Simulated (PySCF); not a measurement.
# C3H7OPSi: the cost of one run

The runs use PySCF 2.14.0, with density-fitted response routines of our own; the level of theory stands in each step. All values are computed, except where a source is named. Atoms are numbered from 0 throughout.

### Step 1. The starting structure

13 atoms, charge 0, multiplicity 1; geometry from: GFN2-xTB. The atoms were then displaced at random by about 0.01 Å, so the start is not that level's minimum.

Bonds of the start (Å): P0–Si1 2.25, Si1–C2 1.87, C2–C3 1.33, C3–O4 1.41, O4–C5 1.44, C5–C2 1.50, P0–H6 1.40, P0–H7 1.36, Si1–H8 1.45, Si1–H9 1.48, C3–H10 1.05, C5–H11 1.09, C5–H12 1.10.

### Step 2. Relaxing the molecule at PBE0-D3(BJ)/def2-SVP

Job settings and geometry (Å):

```
{"job": {"xc": "PBE0", "basis": "def2-SVP", "d3": "d3bj", "grid": 1, "shake": 0.01, "kind": "geom"}, "charge": 0, "multiplicity": 1}
P      2.618010     0.370880    -0.614650
Si     0.954220    -0.880690     0.229010
C     -0.649230     0.011160    -0.138820
C     -0.995200     1.164140    -0.708900
O     -2.381890     0.986970    -0.566700
C     -2.102590    -0.266080     0.079240
H      2.462320     1.418070     0.300460
H      3.621590    -0.194020     0.110140
H      1.005750    -2.166600    -0.437910
H      1.071810    -1.112210     1.689290
H     -0.605580     2.024460    -1.162590
H     -2.444940    -0.281690     1.118220
H     -2.548460    -1.091290    -0.490860
```

The run is started by

```bash
OMP_NUM_THREADS=1 python probes_run.py task.json out
```

This one command runs all jobs of the session in turn.

**Question.** How long does this first job take on 1 thread of Arm Neoverse V1, shared host, and how much memory does it need?

About 97 s, with a peak of 0.53 GiB.
